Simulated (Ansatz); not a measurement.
# Be2H2 (singlet): the correlation ladder at distance Be1–H3 = 2.172 Å, cc-pVDZ

One table from this session's results is given with a row withheld; the runs are named, their logs left out.

Program: Ansatz 0.2.0, Gaussian basis. Level of theory: cc-pVDZ, core rule «outside noble gas», up to 2 orbitals frozen. These are calculated values, not measurements.

The runs, in order: UHF; CCSD(T) on RHF; CCSD(T) on UHF; BCCD(T) on RHF; CISD; CCSDT(Q) on RHF; CCSDT(Q) on UHF; CASSCF and MRCISD+Q, 2 electrons in 2 orbitals; CASSCF and NEVPT2, 2 electrons in 2 orbitals; Full CI.

45 further runs of the same task are left out: 25 for a known fault of the program, 13 that didn't finish, 7 set aside as unsound or not needed.

### The system

The geometry derives from a PBE0/def2-TZVP stationary point (not a proven minimum). One bond is set to the value named and the two fragments are kept rigid.

4 atoms, charge 0, spin multiplicity 1.

Atoms are counted from 1 here; the program's logs count them from 0.

Bond lengths: Be2–H4 1.348 Å.

The first run:

The input, in.yaml:

```yaml
crystal:
  periodic: [false, false, false]
  atoms:
    - {symbol: Be, position_ang: [0.000000, 0.000000, 0.846609]}
    - {symbol: Be, position_ang: [0.000000, 0.000000, -1.258850]}
    - {symbol: H, position_ang: [0.000000, 0.000000, 3.018609]}
    - {symbol: H, position_ang: [0.000000, 0.000000, -2.606368]}
basis:
  gaussian: {orbitals: cc-pVDZ}
magnetization: {spin_polarized: true, initial_magnetization: 0}
hamiltonian: {xc: hf}
output: {orbitals: {seedname: orbitals}}
```

Started as:

```
$ ansatz run in.yaml --threads 1 --pin off --events-out ev --progress --plain --max-ram 2393MiB
```

Steps of the session up to this table: UHF; CCSD(T) on RHF; CCSD(T) on UHF; BCCD(T) on RHF; CISD; CCSDT(Q) on RHF; CCSDT(Q) on UHF; CASSCF and MRCISD+Q, 2 electrons in 2 orbitals; CASSCF and NEVPT2, 2 electrons in 2 orbitals; Full CI.

One of the session's tables, all rows but one given; the rest of the session is left out.

It belongs to the step «Misses and costs». 

```
       method  from FCI (meV)
          RHF         +3128.3
          UHF               ?
         RMP2          +959.7
         CISD          +259.2
        RCCSD           +76.5
     RCCSD(T)           +22.9
      BCCD(T)           +23.0
       RCCSDT            +3.1
    RCCSDT(Q)            +0.7
  CASSCF pair         +2345.9
  NEVPT2 pair          +718.0
  MRCISD pair          +130.6
MRCISD+Q pair           -31.6
          FCI               0
```

**Question.** Estimate the row for UHF.

**Answer.** from FCI (meV): +3126.2. In the column «from FCI (meV)» it lies between CASSCF pair (+2345.9) and RHF (+3128.3).

Not comparable, so not listed: CCSD(T) on UHF; CCSDT(Q) on UHF (they don't share determinant, frozen orbitals or solution with the rows shown, or repeat one).

To keep in mind: MRCISD+Q pair falls below full CI: the +Q correction isn't variational, and the cores differ from full CI's.
